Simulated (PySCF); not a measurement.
**[Pr(H2O)4]3+: other functionals and bases at one geometry**

One table from this session's results is given with a row withheld; the runs are named, their logs left out.

Method: several levels, as the steps say, no spin–orbit coupling; program: PySCF 2.14.0.

3 further runs of the same task are left out: 2 for a known fault of the program, 1 that didn't finish.

## Starting geometry

13 atoms, charge 3, spin multiplicity 1.

Bond lengths: Pr1–O2 2.395 Å, Pr1–O5 2.395 Å, Pr1–O8 2.395 Å, Pr1–O11 2.395 Å, O2–H3 0.994 Å, O2–H4 0.994 Å, O5–H6 0.994 Å, O5–H7 0.993 Å, O8–H9 0.994 Å, O8–H10 0.994 Å, O11–H12 0.993 Å, O11–H13 0.994 Å. Angles: O2–Pr1–O5 110.9°, O2–Pr1–O8 106.6°, O2–Pr1–O11 110.9°, O5–Pr1–O8 110.9°, O5–Pr1–O11 106.6°, O8–Pr1–O11 110.9°, Pr1–O2–H3 128.3°, Pr1–O2–H4 128.6°, H3–O2–H4 103.0°, Pr1–O5–H6 128.6°, Pr1–O5–H7 128.4°, H6–O5–H7 103.0°, Pr1–O8–H9 128.6°, Pr1–O8–H10 128.3°, H9–O8–H10 103.0°, Pr1–O11–H12 128.4°, Pr1–O11–H13 128.6°, H12–O11–H13 103.0°.

As a file:

```xyz
13

Pr   -0.0001    0.0000    0.0000
O     1.4311    1.3886    1.3267
H     2.2374    1.1261    1.8447
H     1.3737    2.3682    1.4826
O    -1.4317   -1.3264    1.3886
H    -1.3734   -1.4830    2.3684
H    -2.2370   -1.8452    1.1262
O     1.4311   -1.3886   -1.3267
H     1.3737   -2.3682   -1.4826
H     2.2374   -1.1261   -1.8447
O    -1.4317    1.3264   -1.3886
H    -2.2370    1.8452   -1.1262
H    -1.3734    1.4830   -2.3684
```

Formal oxidation states: Pr +3. Each metal's 2 4f electrons lie in its core potential, so multiplicities, spins and levels count the valence alone. An earlier session relaxed this geometry at PBE, Pr lcecp-1-SVP with ECP48, O def2-SVP, H def2-SVP (singlet, point group S4).

At PBE on the finer grid: E = -337.086940 Eh, HOMO -21.93 eV, LUMO -16.04 eV, Mulliken charge on Pr1 +1.67 e, largest force component 0.017 eV/Å. 

Levels to run: M06-L; CAM-B3LYP; r2SCAN; TPSSh; PBE, TZVP. Hardware: 2 threads of Arm Neoverse V1, shared host.

Set-up of the first run:

run.py (the lines that set the calculation)

```python
mol = gto.M(atom='''
Pr    -0.00014     0.00000     0.00000
O      1.43113     1.38864     1.32665
H      2.23736     1.12610     1.84468
H      1.37371     2.36819     1.48263
O     -1.43169    -1.32642     1.38857
H     -1.37339    -1.48304     2.36838
H     -2.23705    -1.84515     1.12620
O      1.43113    -1.38864    -1.32665
H      1.37371    -2.36819    -1.48263
H      2.23736    -1.12610    -1.84468
O     -1.43169     1.32642    -1.38857
H     -2.23705     1.84515    -1.12620
H     -1.37339     1.48304    -2.36838''',
    basis={'Pr': 'lcecp-1-SVP', 'O': 'def2-SVP', 'H': 'def2-SVP'},
    ecp={'Pr': 'lcecp-1-SVP'},
    charge=3, spin=0)
mf = dft.RKS(mol, xc='M06L')
mf.grids.atom_grid = (75, 302)  # f atoms: unpruned, at least (60, 302)
mf = mf.density_fit()  # fitting sets: Pr AutoAux, O def2-universal-JKFIT, H def2-universal-JKFIT
mf.conv_tol = 1e-08; mf.max_cycle = 55
mf.kernel(dm0)  # dm0: the density of the relaxed state
```

Run with:

```bash
> OMP_NUM_THREADS=2 python run.py
```

Among the steps run: M06-L; CAM-B3LYP; r2SCAN; TPSSh; PBE, TZVP.

One of the session's tables, all rows but one given; the rest of the session is left out.

| level | HOMO (eV) | gap (eV) | charge on Pr1 (e) | largest force component (eV/Å) |
| --- | --- | --- | --- | --- |
| PBE (relaxed here) | -21.93 | 5.89 | 1.67 | 0.02 |
| M06-L | -22.35 | 6.78 | 1.94 | 0.51 |
| CAM-B3LYP | -25.31 | 11.31 | 1.82 | 0.37 |
| r2SCAN | -22.38 | 6.61 | 1.82 | 0.38 |
| TPSSh | ? | ? | ? | ? |
| PBE, TZVP | -22.01 | 6.00 | 2.05 | 0.22 |

Estimate the missing values for TPSSh.

As computed: HOMO (eV): -22.77; gap (eV): 7.29; charge on Pr1 (e): 1.81; largest force component (eV/Å): 0.25. In the column «HOMO (eV)» it lies between CAM-B3LYP (-25.31) and r2SCAN (-22.38).

In one basis the HOMO–LUMO gap runs from 5.89 eV (PBE) to 11.31 eV (CAM-B3LYP). The largest leftover force, 0.51 eV/Å with M06-L, stands at a geometry relaxed at another level. With 4f in the core, its levels are missing from HOMO and gap, and its count is fixed, so no charge can pass from the ligands into it. Total energies of different levels can't be compared.
